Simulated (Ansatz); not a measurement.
Crystal: Hf2Pd2Se2Br2O3.

```
Hf Pd Se Br O
1.0
     3.72613    0.00000    0.00000
    -1.86306    3.22692    0.00000
     0.00000    0.00000   17.00867
Hf Pd Se Br O
2 2 2 2 3
Cartesian
  1.8631 1.0756 15.8835
  0.0000 2.1513 1.1251
  0.0000 0.0000 5.1533
  0.0000 0.0000 11.8554
  0.0000 2.1513 3.8523
  1.8631 1.0756 13.1564
  1.8631 1.0756 6.7800
  0.0000 2.1513 10.2287
  0.0000 2.1513 15.7652
  1.8631 1.0756 1.2435
  0.0000 0.0000 0.0000
```

The cell was built by a generator and needn't be a form met in nature.

Base run:

* Program: Ansatz 0.2.0
* Functional: PBE
* Potentials or basis: Ansatz PAW
* Cutoff: 420 eV
* Density cutoff: 1680 eV
* k mesh: 8 × 8 × 2
* Occupations: fermi-dirac, width 0.05 eV
* Spin: no spin polarisation
* Hubbard terms: Hf d U = 8 eV, Pd d U = 8 eV

Its results: band gap on the k mesh none (metal or under the smearing width); pressure 5.5 GPa; largest force 2.148 eV/Å.

The run is repeated on the same cell with these changes: potentials or basis from Ansatz PAW to JTH PAW; cutoff from 420 eV to 1380 eV; density cutoff from 1680 eV to 8280 eV; hubbard terms from Hf d U = 8 eV, Pd d U = 8 eV to none; hubbard projectors from ortho-atomic (the default) to none; valence electrons from 152 to 104. What comes out?

Band gap on the k mesh none (metal or under the smearing width); pressure -0.6 GPa; largest force 0.171 eV/Å.

Caveats: this functional lacks dispersion, which binds the layers, so the pressure and a relaxed spacing across them are unreliable; U without spin polarisation on a metal has little footing (some runs); forces of over 1 eV/Å show positions far from the minimum, so gaps and moduli don't describe the material at rest (some runs).

Not every run made on this cell is shown here.
